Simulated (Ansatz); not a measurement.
# HfC+ (octet): the correlation ladder, def2-TZVPP

An exercise on one series of results from a longer session: the logs are not shown, and one member is left open.

Program: Ansatz 0.2.0, Gaussian basis. Level of theory: def2-TZVPP, core rule «outside noble gas», up to 5 orbitals frozen. These are calculated values, not measurements.

The runs, in order: UHF; ROHF; CCSD(T) on UHF.

## The geometry

The geometry is a PBE0/def2-TZVP stationary point (not a proven minimum) of the parent state, kept for this charge and spin. No spin-orbit coupling is included. Elements past krypton take def2 core potentials.

2 atoms, charge 1, spin multiplicity 8.

Atoms are counted from 1 here; the program's logs count them from 0.

Bond lengths: Hf1–C2 2.077 Å.

Set-up of the first run:

in.yaml reads:

```yaml
crystal:
  periodic: [false, false, false]
  atoms:
    - {symbol: Hf, position_ang: [0.000000, 0.000000, 0.000000]}
    - {symbol: C, position_ang: [0.000000, 0.000000, 2.077400]}
basis:
  gaussian: {orbitals: def2-TZVPP}
total_charge: 1
magnetization: {spin_polarized: true, initial_magnetization: 7}
hamiltonian: {xc: hf}
output: {orbitals: {seedname: orbitals}}
```

On the command line:

```
$ ansatz run in.yaml --threads 1 --pin off --events-out ev --progress --plain --max-ram 4096MiB --backend cpu
```

Among the steps run: UHF; ROHF; CCSD(T) on UHF.

One table of the session follows, with a row left open; its other results are not shown here.

| method | from UCCSD(T) (kcal/mol) |
| --- | --- |
| ROHF | +41.29 |
| UHF | +38.32 |
| UMP2 | ? |
| UCCSD | +0.61 |
| UCCSD(T) | 0 |

Estimate the missing values for UMP2.

As computed: from UCCSD(T) (kcal/mol): +8.47. In the column «from UCCSD(T) (kcal/mol)» it lies between UCCSD (+0.61) and UHF (+38.32).
